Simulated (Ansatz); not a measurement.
**SiGeH₄ (triplet): the correlation ladder, cc-pVDZ**

One table from this session's results is given with a row withheld; the runs are named, their logs left out.

Method: cc-pVDZ, core rule «outside noble gas», up to 19 orbitals frozen; program: Ansatz 0.2.0, Gaussian basis.

Plan: UHF; CCSD(T) on ROHF; CCSD(T) on UHF; BCCD(T) on ROHF; CISD; CCSDT(Q) on ROHF; CCSDT(Q) on UHF; CASSCF and NEVPT2, 10 electrons in 10 orbitals.

24 further runs of the same task are left out: 8 that didn't finish, 16 set aside as unsound or not needed.

### The system

The geometry is a PBE0/def2-TZVP stationary point (not a proven minimum). No spin-orbit coupling is included. The filled d shell of Ge may be among the frozen orbitals whatever the setting's name suggests; the logs give the count.

6 atoms, charge 0, spin multiplicity 3.

Atoms are counted from 1 here; the program's logs count them from 0.

Bond lengths: Si1–Ge2 2.366 Å, Si1–H3 1.488 Å, Si1–H4 1.484 Å, Si1–H5 1.488 Å, Ge2–H6 1.547 Å. Angles: Ge2–Si1–H3 111.3°, Ge2–Si1–H4 106.3°, Ge2–Si1–H5 111.3°, H3–Si1–H4 109.5°, H3–Si1–H5 108.9°, H4–Si1–H5 109.5°, Si1–Ge2–H6 123.7°.

The first run:

in.yaml reads:

```yaml
crystal:
  periodic: [false, false, false]
  atoms:
    - {symbol: Si, position_ang: [0.000000, -0.042075, 1.656707]}
    - {symbol: Ge, position_ang: [0.000000, 0.034653, -0.708040]}
    - {symbol: H, position_ang: [1.210792, -0.734227, 2.175626]}
    - {symbol: H, position_ang: [0.000000, 1.368169, 2.119977]}
    - {symbol: H, position_ang: [-1.210792, -0.734227, 2.175626]}
    - {symbol: H, position_ang: [0.000000, -1.224668, -1.607285]}
basis:
  gaussian: {orbitals: cc-pVDZ}
magnetization: {spin_polarized: true, initial_magnetization: 2}
hamiltonian: {xc: hf}
output: {orbitals: {seedname: orbitals}}
```

Launch:

```sh
$ ansatz run in.yaml --threads 1 --pin off --events-out ev --progress --plain --max-ram 2393MiB
```

Steps of the session up to this table: UHF; CCSD(T) on ROHF; CCSD(T) on UHF; BCCD(T) on ROHF; CISD; CCSDT(Q) on ROHF; CCSDT(Q) on UHF; CASSCF and NEVPT2, 10 electrons in 10 orbitals.

One of the session's tables, all rows but one given; the rest of the session is left out.

It belongs to the step «Misses and costs». 

| method | from UCCSDT(Q) (kJ/mol) |
| --- | --- |
| ROHF | +572.6 |
| UHF | +564.7 |
| RMP2 | +128.1 |
| UMP2 | +127.1 |
| CISD | +62.9 |
| RCCSD | +18.1 |
| UCCSD | +17.0 |
| RCCSD(T) | +4.5 |
| UCCSD(T) | +3.6 |
| BCCD(T) | +4.4 |
| RCCSDT | +1.5 |
| UCCSDT | +0.5 |
| RCCSDT(Q) | +1.0 |
| UCCSDT(Q) | 0 |
| CASSCF frontier | +422.2 |
| NEVPT2 frontier | ? |

**Question.** Estimate the row for NEVPT2 frontier.

As computed: from UCCSDT(Q) (kJ/mol): +131.1. In the column «from UCCSDT(Q) (kJ/mol)» it lies between RMP2 (+128.1) and CASSCF frontier (+422.2).

With the free atoms at the same levels and basis (separate runs), the atomisation energy is 13.462 eV at UCCSDT(Q), 13.446 eV at RCCSD(T), 13.445 eV at UCCSD(T), 11.060 eV at ROHF.

Caveats from the session: Restricted and unrestricted rows rest on different reference determinants; where their highest levels disagree by more than a few hundredths of an eV, they describe different states and don't form one ladder.
